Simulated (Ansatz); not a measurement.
# CoRu3: the cost of one run

Method: DFT PBE, scalar-relativistic, plane waves, PAW, in Ansatz 0.2.0.

1 further run of the same task is left out (it didn't finish).

**1. The system as given**

It takes space group P-6m2 (No. 187, hexagonal). The conventional cell has a = 2.601 Å, b = 2.601 Å, c = 8.631 Å, α = 90.00°, β = 90.00°, γ = 120.00°. Co (site symmetry -6m2) is surrounded by 6 Co at 2.60 Å and 6 Ru at 2.63 Å. Around Ru (site symmetry 3m) lie 9 Ru at 2.60 to 2.63 Å and 3 Co at 2.63 Å. Around Ru (site symmetry -6m2) lie 12 Ru at 2.60 to 2.63 Å.

Structure file:

```cif
data_structure
_symmetry_space_group_name_H-M 'P 1'
_symmetry_Int_Tables_number 1
_cell_length_a 2.6011
_cell_length_b 2.6011
_cell_length_c 8.6313
_cell_angle_alpha 90.000
_cell_angle_beta 90.000
_cell_angle_gamma 120.000
_cell_volume 50.57
loop_
_atom_site_label
_atom_site_type_symbol
_atom_site_fract_x
_atom_site_fract_y
_atom_site_fract_z
_atom_site_occupancy
Co1 Co 0.66667 0.33333 0.50000 1
Ru1 Ru 0.33333 0.66667 0.75000 1
Ru2 Ru 0.33333 0.66667 0.25000 1
Ru3 Ru 0.66667 0.33333 0.00000 1
```

The start is an ordering of an alloy on its end members' structure types: elements ordered on the sites of the Rb type, Co/Ru on Rb (P-6m2, No. 187).

**2. A first look at the guess**

input.yaml reads:

```yaml
crystal:
  lattice:
    - [2.60112987, 0.0, 0.0]
    - [-1.30056493, 2.25264454, 0.0]
    - [0.0, 0.0, 8.63128751]
  atoms:
    - { symbol: Co, position: [0.66666667, 0.33333333, 0.5], spin: 3.0 }
    - { symbol: Ru, position: [0.33333333, 0.66666667, 0.75] }
    - { symbol: Ru, position: [0.33333333, 0.66666667, 0.25] }
    - { symbol: Ru, position: [0.66666667, 0.33333333, 0.0] }
basis:
  ecutwfc: 420
kpoints:
  mp_grid: { grid: [6, 6, 2] }
hamiltonian:
  xc: pbe
scf:
  occupations: { method: gaussian, width: 0.1 }
  lower_state_search: "off"
output:
  forces: true
  stress: true
  eigenvalues: true
  populations: true
magnetization:
  spin_polarized: true
```

Command:

```console
$ ansatz run input.yaml --threads 4 --pin off --max-ram 8192MiB --backend cpu --events-out ev --progress --plain --runs-dir out
```

**Question.** How long does this run take on 4 threads of Intel Xeon at 2.70GHz, shared host, and how much memory does it need?

About 5.1 s, with a peak of 0.39 GiB.
